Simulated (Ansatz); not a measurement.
**SnH₃Cl + H₂O: a complex and its separated parts**

Aim: how far the complex at one end of a reaction step lies below its separated, relaxed parts, level by level.

The runs use Ansatz 0.2.0, Gaussian basis; PBE0-D4/def2-TZVP structures, single points in def2-TZVPP, no counterpoise correction.

Levels: SPW92, PBE-D4, BLYP-D4, r2SCAN-D4, B97M-V, PBE0-D4, B3LYP-D4, r2SCAN0-D4, BHLYP-D4, CAM-B3LYP-D4, wB97X-V, wB97M-V, B2PLYP, PBE-QIDH, RPA on PBE, Hartree-Fock, MP2, CCSD, CCSD(T).

Cores are frozen in the correlated methods. Filled d shells of the heavier atoms are correlated. Core potentials replace the inner electrons past krypton, and spin-orbit coupling is left out. B3LYP uses VWN-RPA correlation. B2PLYP carries no dispersion term here.

88 further runs of the same task are left out: 88 set aside as unsound or not needed.

### 1 Starting geometry

The complex: 8 atoms, charge 0, spin multiplicity 1.

Atoms are counted from 1 here; the program's logs count them from 0.

Bond lengths: Sn1–Cl2 2.358 Å, Sn1–H3 1.693 Å, Sn1–H4 1.697 Å, Sn1–H5 1.708 Å, H6–O7 0.964 Å, O7–H8 0.960 Å. Angles: Cl2–Sn1–H3 107.4°, Cl2–Sn1–H4 107.2°, Cl2–Sn1–H5 102.3°, H3–Sn1–H4 116.3°, H3–Sn1–H5 111.7°, H4–Sn1–H5 110.8°, H6–O7–H8 105.3°.

Geometry (Å):

```tsv
atom	x (Å)	y (Å)	z (Å)
Sn1	-0.24119	0.63242	-1.04484
Cl2	1.26951	-1.17712	-1.09961
H3	-1.77472	0.00113	-0.70353
H4	0.36868	1.76351	0.06288
H5	-0.14712	1.23383	-2.64095
H6	0.39401	-1.35773	1.27546
O7	-0.19568	-0.73857	1.72032
H8	0.32650	-0.35758	2.43018
```

Its parts: SnH₃Cl holds atoms 1, 2, 3, 4, 5; H₂O holds atoms 6, 7, 8. Each part counts its atoms afresh in its own runs.

### 2 Relaxing SnH₃Cl alone

Input file relax-a/in.yaml:

```yaml
crystal:
  periodic: [false, false, false]
  atoms:
    - {symbol: Sn, position_ang: [-0.241186, 0.632418, -1.044840]}
    - {symbol: Cl, position_ang: [1.269509, -1.177123, -1.099613]}
    - {symbol: H, position_ang: [-1.774717, 0.001131, -0.703531]}
    - {symbol: H, position_ang: [0.368683, 1.763510, 0.062885]}
    - {symbol: H, position_ang: [-0.147117, 1.233834, -2.640954]}
basis:
  gaussian: {orbitals: def2-TZVP}
hamiltonian: {xc: pbe0, dispersion: d4}
relax: {f_tol: 0.005, max_steps: 200}
```

On the command line:

```
$ ansatz run in.yaml --threads 4 --pin off --events-out ev --progress --plain --max-ram 9574MiB
```

The runs that follow: Relaxing H₂O alone; SPW92/def2-TZVPP; PBE-D4/def2-TZVPP; BLYP-D4/def2-TZVPP; r2SCAN-D4/def2-TZVPP; B97M-V/def2-TZVPP; PBE0-D4/def2-TZVPP; B3LYP-D4/def2-TZVPP; r2SCAN0-D4/def2-TZVPP; BHLYP-D4/def2-TZVPP; CAM-B3LYP-D4/def2-TZVPP; wB97X-V/def2-TZVPP; wB97M-V/def2-TZVPP; B2PLYP/def2-TZVPP; PBE-QIDH/def2-TZVPP; RPA on PBE/def2-TZVPP; CCSD(T)/def2-TZVPP; Vibrations of SnH₃Cl; Vibrations of H₂O.

Q: Predict the outcome of this session. Wanted: complex less parts, CCSD(T)/def2-TZVPP; with zero-point energy; largest T1 diagnostic.

As calculated:

| quantity | value |
| --- | --- |
| complex less parts, CCSD(T)/def2-TZVPP | -4.9 kcal/mol |
| with zero-point energy | -3.3 kcal/mol |
| largest T1 diagnostic | 0.012 |

What this shows: At CCSD(T) the complex lies 4.9 kcal/mol below its parts. Among the functionals PBE-QIDH lands nearest to CCSD(T) (+0.2 kcal/mol) and SPW92 farthest (-3.5 kcal/mol). Mean unsigned error by rung: LDA 3.5, GGA 0.8, meta-GGA 0.9, hybrid 0.6, range-separated hybrid 0.8, double hybrid 0.4 kcal/mol. PBE-D4 gives a relative energy 1.0 kcal/mol too low, outside chemical accuracy (1 kcal/mol). No counterpoise was applied, and triple zeta lacks some correlation, so the CCSD(T) reference has a basis error of its own, and close matches with it are partly luck.
